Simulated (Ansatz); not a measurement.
# Ge2As: the cost of one run

Program: Ansatz 0.2.0. Level of theory: DFT PBE, scalar-relativistic, plane waves, PAW. These are calculated values, not measurements.

## Step 1: Starting point

The cell holds 21 atoms (As7Ge14): a = 8.299 Å, b = 7.757 Å, c = 7.835 Å, α = 91.55°, β = 89.55°, γ = 88.32°.

7 As, 14 Ge were thrown into a skewed cell at random, at 1.00 times a reference volume of the solid, and pushed apart as soft spheres.

The coordinates stand in the first input below.

## Step 2: Dynamics at 3000 K

The cutoff is lowered while the worst contacts of the packing are taken out. One k point, a Fermi-Dirac width of 0.259 eV and a fixed cell.

File input.yaml:

```yaml
crystal:
  lattice:
    - [8.298566, 0.11811, 0.032441]
    - [0.11811, 7.755249, -0.10543]
    - [0.032441, -0.10543, 7.834533]
  atoms:
    - { symbol: As, position: [0.6575490379, 0.1347817869, 0.7441621628] }
    - { symbol: As, position: [0.6373754925, 0.0916891383, 0.0772555733] }
    - { symbol: As, position: [0.5590560531, 0.8753170203, 0.8682118986] }
    - { symbol: As, position: [0.7164498341, 0.5851329585, 0.182716952] }
    - { symbol: As, position: [0.5149791953, 0.5722730802, 0.9002045068] }
    - { symbol: As, position: [0.9474907203, 0.9176934247, 0.277805773] }
    - { symbol: As, position: [0.2049458346, 0.0623240259, 0.0405106809] }
    - { symbol: Ge, position: [0.1839509898, 0.6566991692, 0.8816874537] }
    - { symbol: Ge, position: [0.6412154174, 0.9133318276, 0.4575969049] }
    - { symbol: Ge, position: [0.3595826585, 0.3111679461, 0.9677766976] }
    - { symbol: Ge, position: [0.4287730682, 0.5535600208, 0.5152806596] }
    - { symbol: Ge, position: [0.4776648971, 0.8326518191, 0.2059025903] }
    - { symbol: Ge, position: [0.9660858919, 0.8623715569, 0.8382301633] }
    - { symbol: Ge, position: [0.1575240904, 0.2509681565, 0.415088305] }
    - { symbol: Ge, position: [0.2105268231, 0.8245617065, 0.3839552877] }
    - { symbol: Ge, position: [0.9739753598, 0.3357089044, 0.0870080809] }
    - { symbol: Ge, position: [0.5178235642, 0.219123315, 0.4503999503] }
    - { symbol: Ge, position: [0.2729237361, 0.541483467, 0.2393230333] }
    - { symbol: Ge, position: [0.7907345618, 0.6351000599, 0.7356947882] }
    - { symbol: Ge, position: [0.0126578054, 0.1722379761, 0.7400443954] }
    - { symbol: Ge, position: [0.2734304346, 0.9462852872, 0.7289904235] }
  symmetry: { detect: false }
basis:
  ecutwfc: 320
  xc_grid: 1
kpoints:
  mp_grid: { grid: [1, 1, 1], shift: [0.25, 0.25, 0.25] }
hamiltonian:
  xc: pbe
scf:
  occupations: { method: fermi_dirac, width: 0.2585 }
  lower_state_search: "off"
  convergence: { dr2_threshold: 1.0e-05 }
output:
  forces: true
  stress: true
md:
  timestep: 3.0
  n_steps: 24
  ensemble: nvt_langevin
  friction: 0.03
  temperature: 3000.0
  initial_velocities: maxwell_boltzmann
  seed: 33153
```

On the command line:

```
> ansatz run input.yaml --threads 2 --pin off --max-ram 5120MiB --backend cpu --events-out ev --progress --plain --runs-dir out
```

Q: Estimate wall time and peak memory on 2 threads of Intel Xeon Platinum 8259CL at 2.50GHz (Skylake/Cascade Lake), shared host.

About 74 s, with a peak of 0.75 GiB.
